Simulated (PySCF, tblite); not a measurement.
# chlorogermane (GeH₃Cl): dynamics, then NMR shifts and electronic excitations on frames

Aim: move chlorogermane (GeH₃Cl) (`[Cl][GeH3]`) away from its starting geometry and see how NMR shifts and electronic excitations follow the geometry.

Computed with tblite 0.8.0 and PySCF 2.14.0, with density-fitted response routines of our own, on a single molecule in the gas phase. Atoms count from 0, in the outputs and in this text.

## 1. Starting geometry

5 atoms, charge 0, multiplicity 1; geometry from: GFN2-xTB.

Bonds of the start (Å): Cl0–Ge1 2.09, Ge1–H2 1.50, Ge1–H3 1.50, Ge1–H4 1.50.

## 2. Thermal motion with GFN2-xTB

Job settings and geometry (Å):

```
{"job": {"kind": "md", "xc": "GFN2-xTB", "basis": "xTB", "temperature": 300, "steps": 2000, "every": 50, "frames": 5}, "charge": 0, "multiplicity": 1}
Cl     1.958124    -0.058132     0.107447
Ge    -0.122726     0.004327    -0.010616
H     -0.699419    -0.542118     1.261866
H     -0.557594     1.427212    -0.200826
H     -0.569764    -0.828437    -1.175056
```

Level: GFN2-xTB Langevin dynamics, gas phase.

The run is started by

```
> OMP_NUM_THREADS=1 python probes_run.py task.json out
```

The driver reads the jobs from task.json and runs them one after another.

The log of the run:

```text
t/fs     T/K      E/eV
    0.0   116.4   -218.93297
   25.0   228.4   -218.90105
   50.0   269.9   -218.88534
   75.0   318.3   -218.84850
  100.0   456.8   -218.78327
  125.0   579.5   -218.81509
  150.0   209.4   -218.77829
  175.0   275.7   -218.77739
  200.0   338.2   -218.79520
  225.0   310.7   -218.77035
  250.0   195.2   -218.77158
  275.0   192.1   -218.73369
  300.0   217.8   -218.78097
  325.0   313.8   -218.82858
  350.0   292.2   -218.89646
  375.0   198.5   -218.87765
  400.0   155.0   -218.88479
  425.0   177.3   -218.86945
  450.0   202.5   -218.87488
  475.0   199.2   -218.85435
  500.0   189.0   -218.87564
  525.0   321.4   -218.83496
  550.0   336.2   -218.84674
  575.0   513.1   -218.84172
  600.0   345.4   -218.72328
  625.0   269.2   -218.72535
  650.0   242.2   -218.75249
  675.0   317.5   -218.82803
  700.0   284.0   -218.83106
  725.0   201.2   -218.87102
  750.0   195.3   -218.79572
  775.0   132.1   -218.83985
  800.0   192.6   -218.82278
  825.0   327.0   -218.81076
  850.0   464.2   -218.85599
  875.0   321.4   -218.90248
  900.0   270.0   -218.88035
  925.0   262.4   -218.81467
  950.0   170.4   -218.73472
  975.0   224.5   -218.70268
 1000.0   324.5   -218.83738
```

It took 3.1 s on 1 thread of Intel Xeon 6975P-C, shared host; peak memory 0.18 GiB.

Distance from the start (root mean square after alignment): 0 fs 0.00 Å, 200 fs 0.10 Å, 400 fs 0.05 Å, 600 fs 0.13 Å, 800 fs 0.10 Å, 1000 fs 0.06 Å.

Positions (Å) and forces (eV/Å) at 1000 fs:

```xyz
5

Cl    1.271    0.271   -0.023    0.506    0.371    0.307
Ge   -0.226   -0.641   -1.046   -0.619   -0.943    0.408
H    -1.216    0.259   -1.607   -0.418    0.718   -0.293
H     0.264   -1.521   -2.102    0.455   -0.273   -0.585
H    -0.993   -1.586   -0.154    0.076    0.127    0.163
```

## 3. NMR shieldings: 250 fs, PBE0/pcSseg-1

Job settings and geometry (Å):

```
{"job": {"kind": "nmr", "xc": "PBE0", "basis": "pcSseg-1", "pop": false}, "charge": 0, "multiplicity": 1}
Cl     1.528800     0.179700     0.555500
Ge    -0.324500    -0.313400    -0.438500
H     -1.145900    -0.835500     0.765000
H     -0.796500     0.864000    -1.085900
H      0.000600    -1.291000    -1.527900
```

Level: GIAO PBE0/pcSseg-1 NMR shielding, non-relativistic, gas phase.

The log of the run:

```text
coarse grid: 21152 points
cycle   1  E = -2538.3118789864  dE = -6.482e-01  |g| = 8.839e-01  |ddm| = 2.053e+00
cycle   2  E = -2538.2806876506  dE =  3.119e-02  |g| = 9.373e-01  |ddm| = 1.001e+00
cycle   3  E = -2538.3702849583  dE = -8.960e-02  |g| = 7.539e-02  |ddm| = 6.335e-01
cycle   4  E = -2538.3711767381  dE = -8.918e-04  |g| = 1.516e-02  |ddm| = 7.695e-02
cycle   5  E = -2538.3712346489  dE = -5.791e-05  |g| = 2.074e-03  |ddm| = 1.803e-02
cycle   6  E = -2538.3712355957  dE = -9.468e-07  |g| = 5.006e-04  |ddm| = 2.617e-03
final grid: 40904 points
cycle   7  E = -2538.3712444666  dE = -3.158e-08  |g| = 4.830e-04  |ddm| = 1.085e-03
cycle   8  E = -2538.3712444761  dE = -9.421e-09  |g| = 4.726e-04  |ddm| = 8.757e-04
cycle   9  E = -2538.3712445130  dE = -3.692e-08  |g| = 3.690e-05  |ddm| = 3.974e-04
cycle  10  E = -2538.3712445132  dE = -1.960e-10  |g| = 2.516e-06  |ddm| = 2.179e-05
converged SCF energy = -2538.3712445132

GIAO shielding tensors (ppm)
atom      isotropic    diamagn.    paramagn.     s11        s22        s33       span
  0 Cl    1074.717    1148.527     -73.810   1035.416   1089.048   1099.687     64.271
  1 Ge    1423.131    2755.603   -1332.473   1296.561   1365.698   1607.134    310.572
  2 H       25.749      26.931      -1.182     18.553     22.130     36.564     18.011
  3 H       27.651      29.666      -2.015     19.979     22.693     40.280     20.302
  4 H       26.665      27.916      -1.252     19.663     22.198     38.133     18.471
```

Wall time 2.2 s (1 thread of Intel Xeon 6975P-C, shared host); peak memory 0.4 GiB.

Shifts follow as δ = σ(reference) − σ, with reference shieldings (ppm) from runs at the same level and on the same kind of geometry: 1H TMS 31.72, 73Ge GeMe4 1331, 35Cl HCl 950. The references are single molecules in the gas phase. Each atom is listed at this fixed geometry, with no averaging over motion; a spectrum would average atoms that exchange fast.

```csv
atoms,environment,σ (ppm),δ (ppm)
H2,hydrogen on a germanium bonded to Cl,25.75,5.97
H4,hydrogen on a germanium bonded to Cl,26.66,5.05
H3,hydrogen on a germanium bonded to Cl,27.65,4.07
Cl0,chlorine bonded to Ge,1075,-125
Ge1,"germanium bonded to Cl, 3 H",1423,-92
```

## 4. TDDFT and polarisability: 250 fs, PBE0/def2-SVPD

Job settings and geometry (Å):

```
{"job": {"kind": "uv", "xc": "PBE0", "basis": "def2-SVPD", "nstates": 5, "ntriplets": 0}, "charge": 0, "multiplicity": 1}
Cl     1.528800     0.179700     0.555500
Ge    -0.324500    -0.313400    -0.438500
H     -1.145900    -0.835500     0.765000
H     -0.796500     0.864000    -1.085900
H      0.000600    -1.291000    -1.527900
```

Method: TDDFT PBE0/def2-SVPD, vertical, gas phase, core orbitals frozen in the response.

The log of the run:

```text
coarse grid: 21152 points
cycle   1  E = -2538.1822899032  dE = -5.951e-01  |g| = 4.316e-01  |ddm| = 2.251e+00
cycle   2  E = -2538.1681847939  dE =  1.411e-02  |g| = 5.228e-01  |ddm| = 8.364e-01
cycle   3  E = -2538.2124709046  dE = -4.429e-02  |g| = 1.289e-02  |ddm| = 5.005e-01
cycle   4  E = -2538.2125046468  dE = -3.374e-05  |g| = 8.000e-03  |ddm| = 2.881e-02
cycle   5  E = -2538.2125228401  dE = -1.819e-05  |g| = 6.809e-04  |ddm| = 9.976e-03
cycle   6  E = -2538.2125229723  dE = -1.322e-07  |g| = 2.169e-04  |ddm| = 1.386e-03
final grid: 40904 points
cycle   7  E = -2538.2125152790  dE = -1.242e-08  |g| = 2.005e-04  |ddm| = 9.315e-04
cycle   8  E = -2538.2125152815  dE = -2.501e-09  |g| = 1.809e-04  |ddm| = 5.495e-04
cycle   9  E = -2538.2125152894  dE = -7.921e-09  |g| = 1.222e-05  |ddm| = 2.574e-04
cycle  10  E = -2538.2125152894  dE = -1.546e-11  |g| = 1.079e-06  |ddm| = 1.086e-05
converged SCF energy = -2538.2125152894

Static polarisability (au): isotropic 44.850, principal 39.762 42.072 52.715

Singlet excitations
state   eV       nm        f      main configurations
  1   6.7019    185.0   0.01168   H->L 0.98
  2   6.7361    184.1   0.01353   H-1->L 0.98
  3   7.6498    162.1   0.00699   H->L+1 0.58, H-1->L+1 0.40
  4   7.6721    161.6   0.00574   H-1->L+1 0.58, H->L+1 0.40
  5   8.4773    146.3   0.00378   H->L+2 0.67, H-1->L+2 0.21
```

Run time: 2 s. Hardware: 1 thread of Intel Xeon 6975P-C, shared host; peak memory 0.38 GiB.

The orbitals next to the gap, with their largest atomic shares:

```csv
orbital,eV,atoms
HOMO−3,-10.75,"Ge1 38 %, H4 25 %, Cl0 20 %"
HOMO−2,-10.56,"Cl0 57 %, Ge1 26 %, H2 13 %"
HOMO−1,-8.78,"Cl0 76 %, Ge1 13 %, H3 6 %"
HOMO,-8.74,"Cl0 76 %, Ge1 12 %, H2 8 %"
LUMO,-0.58,"Ge1 43 %, Cl0 27 %, H3 11 %"
LUMO+1,0.06,"Ge1 51 %, H2 17 %, H4 12 %"
LUMO+2,1.06,"Ge1 55 %, H2 16 %, H3 12 %"
```

With each of the 5 states as a Gaussian band of 0.4 eV half-width at 1/e, the curve within the window shown has maxima at 184 nm (ε 1,000), 162 nm (ε 520) L/(mol cm). Beyond the last state computed it falls off for lack of states. The curve at chosen wavelengths:

(nm, ε (L/mol/cm)): (141, 87), (143, 127), (146, 161), (148, 165), (151, 179), (153, 222), (156, 346), (158, 438), (161, 518), (163, 511), (165, 464), (168, 378), (170, 354), (173, 418), (175, 527), (178, 745), (180, 884), (182, 982), (185, 1016), (187, 959), (190, 787), (192, 644), (195, 434), (197, 314), (200, 178), (202, 116)

Further results of this job:

```csv
property,computed
dipole moment (D),2.35
polarisability (Å³),6.65
HOMO–LUMO gap (eV),8.16
−ε(HOMO) (eV),8.74
```

## 5. NMR shieldings: 425 fs, PBE0/pcSseg-1

Job settings and geometry (Å):

```
{"job": {"kind": "nmr", "xc": "PBE0", "basis": "pcSseg-1", "pop": false}, "charge": 0, "multiplicity": 1}
Cl     1.173900     0.187900     0.786200
Ge    -0.197000    -0.566500    -0.609500
H     -1.204100    -1.467900     0.158100
H     -1.005500     0.652000    -1.157300
H      0.474600    -1.368300    -1.640300
```

Level: GIAO PBE0/pcSseg-1 NMR shielding, non-relativistic, gas phase.

The log of the run:

```text
coarse grid: 21152 points
cycle   1  E = -2538.3190483670  dE = -6.469e-01  |g| = 8.769e-01  |ddm| = 2.061e+00
cycle   2  E = -2538.2922860154  dE =  2.676e-02  |g| = 9.175e-01  |ddm| = 9.387e-01
cycle   3  E = -2538.3733842497  dE = -8.110e-02  |g| = 7.338e-02  |ddm| = 5.928e-01
cycle   4  E = -2538.3741723226  dE = -7.881e-04  |g| = 1.354e-02  |ddm| = 7.053e-02
cycle   5  E = -2538.3742204824  dE = -4.816e-05  |g| = 1.838e-03  |ddm| = 1.605e-02
cycle   6  E = -2538.3742212263  dE = -7.440e-07  |g| = 4.685e-04  |ddm| = 2.298e-03
final grid: 40904 points
cycle   7  E = -2538.3741782936  dE = -2.815e-08  |g| = 4.627e-04  |ddm| = 1.095e-03
cycle   8  E = -2538.3741783013  dE = -7.681e-09  |g| = 4.653e-04  |ddm| = 8.450e-04
cycle   9  E = -2538.3741783359  dE = -3.457e-08  |g| = 4.261e-05  |ddm| = 3.801e-04
cycle  10  E = -2538.3741783361  dE = -2.010e-10  |g| = 3.191e-06  |ddm| = 2.520e-05
converged SCF energy = -2538.3741783361

GIAO shielding tensors (ppm)
atom      isotropic    diamagn.    paramagn.     s11        s22        s33       span
  0 Cl    1078.819    1148.873     -70.055   1029.801   1100.200   1106.455     76.654
  1 Ge    1432.380    2755.398   -1323.019   1321.885   1343.301   1631.952    310.067
  2 H       26.104      27.208      -1.105     19.492     21.851     36.967     17.474
  3 H       25.893      27.017      -1.124     19.258     21.743     36.677     17.418
  4 H       26.995      28.326      -1.331     19.814     22.081     39.090     19.276
```

Run time: 1.9 s. Hardware: 1 thread of Intel Xeon 6975P-C, shared host; peak memory 0.38 GiB.

This run: δ Cl0 -129, Ge1 -101, H3 5.82, H2 5.61 ppm.

## 6. Excited states and response: 425 fs, PBE0/def2-SVPD

Job settings and geometry (Å):

```
{"job": {"kind": "uv", "xc": "PBE0", "basis": "def2-SVPD", "nstates": 5, "ntriplets": 0}, "charge": 0, "multiplicity": 1}
Cl     1.173900     0.187900     0.786200
Ge    -0.197000    -0.566500    -0.609500
H     -1.204100    -1.467900     0.158100
H     -1.005500     0.652000    -1.157300
H      0.474600    -1.368300    -1.640300
```

Level: TDDFT PBE0/def2-SVPD, vertical, gas phase, core orbitals frozen in the response.

The log of the run:

```text
coarse grid: 21152 points
cycle   1  E = -2538.1885417211  dE = -5.930e-01  |g| = 4.186e-01  |ddm| = 2.247e+00
cycle   2  E = -2538.1777192387  dE =  1.082e-02  |g| = 4.976e-01  |ddm| = 7.604e-01
cycle   3  E = -2538.2148173292  dE = -3.710e-02  |g| = 1.076e-02  |ddm| = 4.495e-01
cycle   4  E = -2538.2148428294  dE = -2.550e-05  |g| = 6.706e-03  |ddm| = 2.651e-02
cycle   5  E = -2538.2148560793  dE = -1.325e-05  |g| = 6.641e-04  |ddm| = 8.445e-03
cycle   6  E = -2538.2148561948  dE = -1.155e-07  |g| = 1.815e-04  |ddm| = 1.241e-03
final grid: 40904 points
cycle   7  E = -2538.2148465686  dE = -1.335e-08  |g| = 1.712e-04  |ddm| = 1.039e-03
cycle   8  E = -2538.2148465705  dE = -1.866e-09  |g| = 1.535e-04  |ddm| = 4.462e-04
cycle   9  E = -2538.2148465761  dE = -5.632e-09  |g| = 1.176e-05  |ddm| = 2.108e-04
cycle  10  E = -2538.2148465762  dE = -1.364e-11  |g| = 1.413e-06  |ddm| = 9.973e-06
converged SCF energy = -2538.2148465762

Static polarisability (au): isotropic 45.286, principal 41.230 42.183 52.444

Singlet excitations
state   eV       nm        f      main configurations
  1   6.9639    178.0   0.01748   H->L 0.96
  2   7.1280    173.9   0.02101   H-1->L 0.96
  3   7.7986    159.0   0.01993   H->L+1 0.96
  4   7.9592    155.8   0.00664   H-1->L+1 0.96
  5   8.4976    145.9   0.00241   H-1->L+2 0.83, H->L+3 0.14
```

Wall time 1.9 s (1 thread of Intel Xeon 6975P-C, shared host); peak memory 0.38 GiB.

In short: HOMO -8.82 eV, LUMO -0.40 eV; lowest singlet 6.96 eV.

## 7. Nuclear shieldings: 625 fs, PBE0/pcSseg-1

Job settings and geometry (Å):

```
{"job": {"kind": "nmr", "xc": "PBE0", "basis": "pcSseg-1", "pop": false}, "charge": 0, "multiplicity": 1}
Cl     1.394800     0.188900    -0.085400
Ge    -0.132200    -0.838100    -1.055000
H     -0.626700    -1.463000     0.269400
H     -1.213600     0.115300    -1.524300
H      0.403600    -1.854300    -1.970500
```

Method: GIAO PBE0/pcSseg-1 NMR shielding, non-relativistic, gas phase.

The log of the run:

```text
coarse grid: 21152 points
cycle   1  E = -2538.3093061649  dE = -6.002e-01  |g| = 8.800e-01  |ddm| = 2.076e+00
cycle   2  E = -2538.2823343262  dE =  2.697e-02  |g| = 9.228e-01  |ddm| = 9.619e-01
cycle   3  E = -2538.3656582210  dE = -8.332e-02  |g| = 7.290e-02  |ddm| = 6.007e-01
cycle   4  E = -2538.3664237083  dE = -7.655e-04  |g| = 1.236e-02  |ddm| = 6.831e-02
cycle   5  E = -2538.3664642854  dE = -4.058e-05  |g| = 1.804e-03  |ddm| = 1.472e-02
cycle   6  E = -2538.3664650427  dE = -7.573e-07  |g| = 4.422e-04  |ddm| = 2.229e-03
final grid: 40904 points
cycle   7  E = -2538.3664256665  dE = -2.543e-08  |g| = 4.423e-04  |ddm| = 1.074e-03
cycle   8  E = -2538.3664256737  dE = -7.176e-09  |g| = 4.276e-04  |ddm| = 8.506e-04
cycle   9  E = -2538.3664257070  dE = -3.339e-08  |g| = 2.289e-05  |ddm| = 3.960e-04
cycle  10  E = -2538.3664257071  dE = -7.185e-11  |g| = 1.718e-06  |ddm| = 1.814e-05
converged SCF energy = -2538.3664257071

GIAO shielding tensors (ppm)
atom      isotropic    diamagn.    paramagn.     s11        s22        s33       span
  0 Cl    1082.893    1149.476     -66.582   1010.811   1085.797   1152.072    141.261
  1 Ge    1451.109    2756.645   -1305.536   1299.867   1439.976   1613.485    313.619
  2 H       25.790      27.872      -2.082     17.707     22.940     36.722     19.015
  3 H       26.365      27.825      -1.460     19.609     21.761     37.723     18.114
  4 H       26.940      28.295      -1.355     19.731     22.088     39.002     19.272
```

It took 1.9 s on 1 thread of Intel Xeon 6975P-C, shared host; peak memory 0.38 GiB.

This run: δ Cl0 -133, Ge1 -120, H2 5.93, H3 5.35 ppm.

[end of part 1 of 2]
